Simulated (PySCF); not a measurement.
# One shape, several levels: SiP3H5 (SMILES [SiH3]p1[pH][pH]1)

We compute a comparison of 6 runs (HF/def2-SVP, BLYP/def2-SVP, PBE/6-31G**, PBE0/def2-SVP, wB97X/6-311G**, TPSS/cc-pVTZ) of SiP3H5. Input form: a Python script.

The results are computed with PySCF 2.14.0.

## (1) The structure to begin with

SiP3H5 has 9 atoms, charge 0, and is taken as a singlet. As SMILES, `[SiH3]p1[pH][pH]1`. Geometry: relaxed at GFN2-xTB.

Bond lengths: Si1–P2 2.258 Å, P2–P3 2.179 Å, P2–P4 2.179 Å, P3–P4 2.186 Å, Si1–H5 1.461 Å, Si1–H6 1.461 Å, Si1–H7 1.473 Å, P3–H8 1.403 Å, P4–H9 1.403 Å. Some angles: Si1–P2–P3 104.6°, Si1–P2–P4 104.8°, P3–P2–P4 60.2°, P2–P3–P4 59.9°, P2–P4–P3 59.9°, P2–Si1–H5 106.0°, P2–Si1–H6 106.0°, P2–Si1–H7 111.6°, P2–P3–H8 99.0°, P4–P3–H8 97.4°.

## (2) Energy and forces at HF/def2-SVP (run 1)

The input, run.py:

```python
import pyscf.grad
from pyscf import gto

mol = gto.Mole()
mol.atom = '''
Si  -0.580300   0.936580  -0.876300
P   -1.211800  -0.747210   0.488980
P    0.460870  -2.143670   0.449050
P    0.250900  -0.731040   2.104290
H   -1.002720   0.546080  -2.219150
H   -1.268880   2.128810  -0.388390
H    0.877820   1.143190  -0.844210
H    1.358580  -1.387890  -0.320110
H    1.115520   0.255140   1.605840
'''
mol.basis = 'def2-svp'
mol.max_memory = 1860
mol.spin = 0
mol.verbose = 3
mol.build()

hf = mol.RHF()
hf.conv_tol = 1e-10
hf.kernel()
if not hf.converged:
    hf = hf.newton().run(hf.mo_coeff, hf.mo_occ)

energy = hf.e_tot
print('Final energy', energy)
grad = hf.Gradients().kernel()
hf.analyze()
```

Command:

```sh
OMP_NUM_THREADS=1 python run.py
```

Output:

```text
converged SCF energy = -1313.63516327159
[... 16 lines left out ...]
MO #7   energy= -7.49129274697999  occ= 2
[... 8 lines left out ...]
MO #16  energy= -5.38829176909941  occ= 2
[... 8 lines left out ...]
MO #25  energy= -0.562291239737092 occ= 2
[... 8 lines left out ...]
MO #34  energy= 0.105778279464193  occ= 0
[... 8 lines left out ...]
MO #43  energy= 0.407876538570263  occ= 0
[... 8 lines left out ...]
MO #52  energy= 0.563776140805523  occ= 0
[... 8 lines left out ...]
MO #61  energy= 0.800566352725596  occ= 0
[... 8 lines left out ...]
MO #70  energy= 0.989704802926279  occ= 0
[... 8 lines left out ...]
MO #79  energy= 1.24493128553319   occ= 0
[... 8 lines left out ...]
MO #88  energy= 1.88897989807717   occ= 0
[... 8 lines left out ...]
MO #97  energy= 2.5040433367552    occ= 0
[... 10 lines left out ...]
Dipole moment(X, Y, Z, Debye):  1.26658,  1.77847, -1.35425
```

Wall time 19 s (1 thread of Intel Xeon at 2.50GHz (Skylake/Cascade Lake), shared host); peak memory 0.2 GiB.

## (3) Energy and forces at BLYP/def2-SVP (run 2)

The input, run.py:

```python
import pyscf.grad
from pyscf import gto, dft

mol = gto.M(
    atom='''
Si    -1.096608     1.769880    -1.655967
P     -2.289970    -1.412022     0.924038
P      0.870918    -4.050949     0.848582
P      0.474132    -1.381465     3.976532
H     -1.894866     1.031942    -4.193586
H     -2.397836     4.022868    -0.733951
H      1.658839     2.160316    -1.595326
H      2.567344    -2.622732    -0.604920
H      2.108027     0.482145     3.034598
''',
    max_memory=1860,
    verbose=4,
    unit='bohr',
    basis='def2-svp',
    charge=0,
    spin=0,
)

calc0 = dft.RKS(mol)
calc0.xc = 'blyp'
calc0.grids.level = 5
calc0.conv_tol = 1e-10
calc0.kernel()
if not calc0.converged:
    calc0 = calc0.newton().run(calc0.mo_coeff, calc0.mo_occ)

energy = calc0.e_tot
print('E = %.10f Eh' % energy)
grad = calc0.Gradients().kernel()
calc0.analyze()
```

Command:

```sh
OMP_NUM_THREADS=1 python run.py
```

Output:

```text
PySCF version 2.14.0

[... 97 lines left out ...]
Two-electron Energy =                  841.782260105837395
[... 10 lines left out ...]
MO #7   energy= -6.30701881236948  occ= 2
[... 8 lines left out ...]
MO #16  energy= -4.53526792070525  occ= 2
[... 8 lines left out ...]
MO #25  energy= -0.375017804106837 occ= 2
[... 8 lines left out ...]
MO #34  energy= -0.0456680278440729 occ= 0
[... 8 lines left out ...]
MO #43  energy= 0.225700794913466  occ= 0
[... 8 lines left out ...]
MO #52  energy= 0.351727310369171  occ= 0
[... 8 lines left out ...]
MO #61  energy= 0.550764651670761  occ= 0
[... 8 lines left out ...]
MO #70  energy= 0.702423585085056  occ= 0
[... 8 lines left out ...]
MO #79  energy= 0.965356776061371  occ= 0
[... 8 lines left out ...]
MO #88  energy= 1.56546273388747   occ= 0
[... 8 lines left out ...]
MO #97  energy= 2.13959252203793   occ= 0
[... 70 lines left out ...]
pop of  3 P 3dyz          0.01072
pop of  3 P 3dz^2         0.00991
pop of  3 P 3dxz          0.01031
pop of  3 P 3dx2-y2       0.00328
pop of  4 H 1s            1.07429
pop of  4 H 2s            0.00534
pop of  4 H 2px           0.00032
pop of  4 H 2py           0.00036
pop of  4 H 2pz           0.00302
pop of  5 H 1s            1.07432
pop of  5 H 2s            0.00535
pop of  5 H 2px           0.00084
pop of  5 H 2py           0.00237
pop of  5 H 2pz           0.00050
pop of  6 H 1s            1.08251
pop of  6 H 2s            0.00511
pop of  6 H 2px           0.00335
pop of  6 H 2py           0.00012
pop of  6 H 2pz           0.00006
pop of  7 H 1s            0.99224
pop of  7 H 2s            0.00715
pop of  7 H 2px           0.00185
pop of  7 H 2py           0.00128
pop of  7 H 2pz           0.00138
pop of  8 H 1s            0.99197
pop of  8 H 2s            0.00714
pop of  8 H 2px           0.00175
pop of  8 H 2py           0.00204
pop of  8 H 2pz           0.00072
 ** Mulliken atomic charges  **
charge of    0Si =      0.37218
charge of    1P =     -0.12628
charge of    2P =      0.00961
charge of    3P =      0.00987
charge of    4H =     -0.08334
charge of    5H =     -0.08338
charge of    6H =     -0.09115
charge of    7H =     -0.00390
charge of    8H =     -0.00362
Dipole moment(X, Y, Z, Debye):  1.02606,  1.35306, -1.02264
```

Wall time 71 s (1 thread of Intel Xeon at 2.50GHz (Skylake/Cascade Lake), shared host); peak memory 0.95 GiB.

Runs 3 to 5 aren't shown in full; the table further down has their settings and results.

## (4) Energy and forces at TPSS/cc-pVTZ (run 6)

The input, job.py:

```python
from pyscf import gto, dft

mol = gto.Mole()
mol.atom = '''
Si    -0.580300     0.936580    -0.876300
P     -1.211800    -0.747210     0.488980
P      0.460870    -2.143670     0.449050
P      0.250900    -0.731040     2.104290
H     -1.002720     0.546080    -2.219150
H     -1.268880     2.128810    -0.388390
H      0.877820     1.143190    -0.844210
H      1.358580    -1.387890    -0.320110
H      1.115520     0.255140     1.605840
'''
mol.charge = 0
mol.basis = 'cc-pvtz'
mol.verbose = 3
mol.max_memory = 1860
mol.build()

mf = dft.RKS(mol, xc='tpss')
mf.grids.level = 5
mf.conv_tol = 1e-10
mf.kernel()
if not mf.converged:
    mf = mf.newton().run(mf.mo_coeff, mf.mo_occ)

e_final = mf.e_tot
print('E = %.10f Eh' % e_final)
grad = mf.nuc_grad_method().kernel()
mf.analyze()
```

Command:

```sh
OMP_NUM_THREADS=1 python job.py
```

Output:

```text
converged SCF energy = -1316.72267426672
[... 17 lines left out ...]
MO #8   energy= -5.12889896690594  occ= 2
[... 17 lines left out ...]
MO #26  energy= -0.344771455477373 occ= 2
[... 17 lines left out ...]
MO #44  energy= 0.144448237787165  occ= 0
[... 17 lines left out ...]
MO #62  energy= 0.355198479335818  occ= 0
[... 17 lines left out ...]
MO #80  energy= 0.718040922919605  occ= 0
[... 17 lines left out ...]
MO #98  energy= 1.08897657700744   occ= 0
[... 17 lines left out ...]
MO #116 energy= 1.3662952106201    occ= 0
[... 17 lines left out ...]
MO #134 energy= 1.71594785007595   occ= 0
[... 17 lines left out ...]
MO #152 energy= 2.33466141997449   occ= 0
[... 17 lines left out ...]
MO #170 energy= 3.42419767019208   occ= 0
[... 17 lines left out ...]
MO #188 energy= 3.9974286998607    occ= 0
[... 17 lines left out ...]
MO #206 energy= 5.51404881005416   occ= 0
[... 10 lines left out ...]
Dipole moment(X, Y, Z, Debye):  0.86108,  1.27168, -0.97422
```

Wall time 14 min (1 thread of Intel Xeon at 2.50GHz (Skylake/Cascade Lake), shared host); peak memory 1.7 GiB.

## (5) Overview of the runs

```tsv
run	level	integration grid	energy (Eh)	dipole moment (D)	HOMO energy (eV)	LUMO energy (eV)	wall time
1	HF/def2-SVP	–	-1313.635163	2.57	-9.32	2.71	19 s
2	BLYP/def2-SVP	5	-1316.109193	1.98	-5.79	-1.33	71 s
3	PBE/6-31G** (spherical functions)	5	-1315.844775	2.56	-6.01	-1.68	95 s
4	PBE0/def2-SVP	5	-1315.632975	2.41	-7.09	-0.77	59 s
5	wB97X/6-311G**	5	-1316.549031	2.69	-9.31	1.02	3.8 min
6	TPSS/cc-pVTZ	5	-1316.722674	1.82	-6.13	-1.58	14 min
```

## (6) Outcome

| quantity | value |
| --- | --- |
| run 6: total energy | -1316.72267 Eh |
| run 6: dipole moment | 1.82 D |
| run 6: HOMO energy | -6.13 eV |
| run 6: LUMO energy | -1.58 eV |
| run 6: HOMO–LUMO gap | 4.55 eV |
| run 6: largest force on an atom | 1.191 eV/Å |

**Reading.** The dipole moment (its size) runs from 1.82 D (TPSS/cc-pVTZ) to 2.69 D (wB97X/6-311G**). The two ends differ in method and basis. The HOMO–LUMO gap runs from 4.33 eV (PBE/6-31G**) to 12.03 eV (HF/def2-SVP). Totals of different functionals can't be ranked against each other. All runs together took 21 min, the longest 14 min.
